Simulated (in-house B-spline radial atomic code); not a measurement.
# Sn⁺: excited configurations

Aim: the energies of several excited configurations of Sn⁺ above a reference configuration, each from its own self-consistent run.

Method: scalar-relativistic (spin-free one-electron X2C) PBE0, spin-polarised, spherical density, exact exchange averaged over the configuration, Fermi nucleus, basis-set limit. Code: in-house B-spline radial atomic code version 1.

## 1. What is computed

```
element       : tin (Z = 50)
charge        : +1
electrons     : 49
configuration : [Kr] 4d10 5s2 5p1
Hamiltonian   : scalar-relativistic (X2C)
nucleus       : Fermi, rms radius 4.652 fm
```

Outer shells as boxes (Hund's rule):

[Kr] 4d10 5s2 5p1
```
[Kr] core
4d [↑↓][↑↓][↑↓][↑↓][↑↓]
5s [↑↓]
5p [↑ ][  ][  ]
```

Where spins are not typed, each open shell is filled with up spins first.

Settings of the run:

```ini
Z = 50
electrons = 49.0
configuration = [Kr] 4d10 5s2 5p1
hamiltonian = x2c
method = pbe0
spin_polarised = True
nucleus = fermi
rms_radius = 4.6519
mass_number = 120
atomic_mass = 119.902202557
speed_of_light = 137.035999084
exact_exchange = averaged over the configuration
```

The reference is known from an earlier run: -6175.948496 hartree in all. Up to eight levels, counted from the top:

```tsv
orbital	occupation	energy (eV)	<r> (bohr)
4s down	1	-148.60	0.8197
4p up	3	-103.12	0.8869
4p down	3	-103.05	0.8867
4d up	5	-36.560	1.096
4d down	5	-36.449	1.091
5s up	1	-19.297	2.325
5s down	1	-18.259	2.314
5p up	1	-11.608	2.889
```

## 2. [Ar] 3d9 4s2 4p6 4d10 4f1 5s2 5p1

Settings of the run:

```ini
Z = 50
electrons = 49.0
configuration = [Ar] 3d9 4s2 4p6 4d10 4f1 5s2 5p1
hamiltonian = x2c
method = pbe0
spin_polarised = True
nucleus = fermi
rms_radius = 4.6519
mass_number = 120
atomic_mass = 119.902202557
speed_of_light = 137.035999084
exact_exchange = averaged over the configuration
```

Started as:

```
> python run_scf.py task.json out
```

task.json lists these runs, among others, and the program works through them in turn.

## 3. Run with [Ar] 3d10 4s2 4p5 4d10 5s2 5p1 6f1

Changes to the settings of step 2:

```diff
@@ -2,3 +2,3 @@
 electrons = 49.0
-configuration = [Ar] 3d9 4s2 4p6 4d10 4f1 5s2 5p1
+configuration = [Ar] 3d10 4s2 4p5 4d10 5s2 5p1 6f1
 hamiltonian = x2c
```

## 4. Run with [Kr] 4d10 5s2 5d1

Changes to the settings of step 3:

```diff
@@ -2,3 +2,3 @@
 electrons = 49.0
-configuration = [Ar] 3d10 4s2 4p5 4d10 5s2 5p1 6f1
+configuration = [Kr] 4d10 5s2 5d1
 hamiltonian = x2c
```

## 5. Configuration [Kr] 4d9 5s2 5p2

Changes to the settings of step 4:

```diff
@@ -2,3 +2,3 @@
 electrons = 49.0
-configuration = [Kr] 4d10 5s2 5d1
+configuration = [Kr] 4d9 5s2 5p2
 hamiltonian = x2c
```

## 6. [Ar] 3d9 4s2 4p6 4d10 5s2 5p1 6d1

Changes to the settings of step 5:

```diff
@@ -2,3 +2,3 @@
 electrons = 49.0
-configuration = [Kr] 4d9 5s2 5p2
+configuration = [Ar] 3d9 4s2 4p6 4d10 5s2 5p1 6d1
 hamiltonian = x2c
```

## 7. Run with [Kr] 4d9 5s2 5p1 6s1

Changes to the settings of step 6:

```diff
@@ -2,3 +2,3 @@
 electrons = 49.0
-configuration = [Ar] 3d9 4s2 4p6 4d10 5s2 5p1 6d1
+configuration = [Kr] 4d9 5s2 5p1 6s1
 hamiltonian = x2c
```

Q: How far above the reference does each configuration lie (order and size, in eV)?

The runs gave:

| net move | configuration | 2|M_S|+1 | energy above the reference (eV) | largest <r> (bohr) |
| --- | --- | --- | --- | --- |
| 5p → 5d | [Kr] 4d10 5s2 5d1 | 2 | 7.689 | 4.98 |
| 4d → 5p | [Kr] 4d9 5s2 5p2 | 4 | 24.924 | 2.69 |
| 4d → 6s | [Kr] 4d9 5s2 5p1 6s1 | 4 | 33.212 | 5.33 |
| 4p → 6f | [Ar] 3d10 4s2 4p5 4d10 5s2 5p1 6f1 | 4 | 106.56 | 20.5 |
| 3d → 6d | [Ar] 3d9 4s2 4p6 4d10 5s2 5p1 6d1 | 4 | 499.05 | 9.36 |
| 3d → 4f | [Ar] 3d9 4s2 4p6 4d10 4f1 5s2 5p1 | 4 | 499.33 | 8.00 |

The energies run from 7.689 eV (5p → 5d) to 499.33 eV (3d → 4f). 5 of them lie more than 60 % above minus the reference's highest level (11.608 eV), in the range where a state can decay by emitting an electron. The reference has 2|M_S|+1 = 2; 5 of the configurations differ from it in spin. These are spherical averages at the typed spins, not spectroscopic levels.
